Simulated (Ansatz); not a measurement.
# AlH3Se (SMILES [AlH2][SeH]): a rigid scan of the bond length Al1–Se2

One table from this session's results is given with a row withheld; the runs are named, their logs left out.

The runs use Ansatz 0.2.0, Gaussian basis; single points in def2-TZVPP.

Levels: PBE-D4, r2SCAN-D4, PBE0-D4, B3LYP-D4, wB97M-V, Hartree-Fock, MP2, CCSD, CCSD(T). The scan takes 1.898, 1.995, 2.138, 2.305, 2.490, 2.689, 2.901, 3.123, 3.356 Å.

Cores are frozen in the correlated methods. Filled d shells of the heavier atoms are correlated. B3LYP uses VWN-RPA correlation.

37 further runs of the same task are left out: 37 set aside as unsound or not needed.

### Where the work starts

The minimum, relaxed at PBE0-D4: 5 atoms, charge 0, spin multiplicity 1.

Atoms are counted from 1 here; the program's logs count them from 0.

Bond lengths: Al1–Se2 2.314 Å, Al1–H3 1.579 Å, Al1–H4 1.580 Å, Se2–H5 1.469 Å. Angles: Se2–Al1–H3 116.3°, Se2–Al1–H4 119.2°, H3–Al1–H4 124.5°, Al1–Se2–H5 92.2°.

Geometry (Å):

```mol
AlH3Se
  3D, bonds by distance, orders not assigned

  5  4  0  0  0  0  0  0  0  0999 V2000
   -0.4352   -0.5307    0.1668 Al  0  0
    0.8703    1.3466    0.5229 Se  0  0
   -1.2368   -1.0727    1.4151 H   0  0
   -0.4741   -1.1810   -1.2728 H   0  0
    1.3256    1.3641   -0.8735 H   0  0
  1  2  8  0
  1  3  8  0
  1  4  8  0
  2  5  8  0
M  END
```

Energies of the minimum (eV), from earlier single points: PBE-D4 -71982.67111, r2SCAN-D4 -71995.29256, PBE0-D4 -71985.49626, B3LYP-D4 -71998.26335, wB97M-V -71991.96476, CCSD(T) -71945.40746.

At the minimum the bond length Al1–Se2 is 2.314 Å.

Set-up of the first run:

The input, ccsdt-tzvpp/in.yaml:

```yaml
crystal:
  periodic: [false, false, false]
  atoms:
    - {symbol: Al, position_ang: [-0.435238, -0.530732, 0.166825]}
    - {symbol: Se, position_ang: [0.635502, 1.008953, 0.458866]}
    - {symbol: H, position_ang: [-1.236754, -1.072666, 1.415089]}
    - {symbol: H, position_ang: [-0.474100, -1.180966, -1.272771]}
    - {symbol: H, position_ang: [1.090813, 1.026474, -0.937587]}
basis:
  gaussian: {orbitals: def2-TZVPP}
correlation: {method: ccsd_t}
```

No record of the launch command was kept for these runs.

Among the steps run: Al1–Se2 = 1.898 Å; Al1–Se2 = 1.995 Å; Al1–Se2 = 2.138 Å; Al1–Se2 = 2.305 Å; Al1–Se2 = 2.490 Å; Al1–Se2 = 2.689 Å; Al1–Se2 = 2.901 Å; Al1–Se2 = 3.123 Å; Al1–Se2 = 3.356 Å.

One of the session's tables, all rows but one given; the rest of the session is left out.

It belongs to the step «The curves». Energies less that of the minimum at the same level (kJ/mol):

```
bond length (Å)  PBE-D4  PBE0-D4  B3LYP-D4  wB97M-V  Hartree-Fock
          1.898   185.3    180.0     184.6    178.0         198.8
          1.995    96.3     91.7      95.3     90.0         103.5
          2.138    25.7     22.8      24.9     21.8          27.6
          2.305     0.2      0.1       0.2      0.0           0.2
2.314 (minimum)     0.0      0.0       0.0      0.0           0.0
          2.490       ?        ?         ?        ?             ?
          2.689    45.2     52.5      47.5     55.2          51.2
          2.901    90.9    102.5      94.4    107.3         103.8
          3.123   140.0    156.1     144.5    163.6         161.8
          3.356   188.9    209.5     194.8    219.6         220.3
```

**Question.** Estimate the row for bond length (Å) = 2.490.

As computed: PBE-D4: 11.2; PBE0-D4: 14.5; B3LYP-D4: 12.2; wB97M-V: 15.7; Hartree-Fock: 12.8.
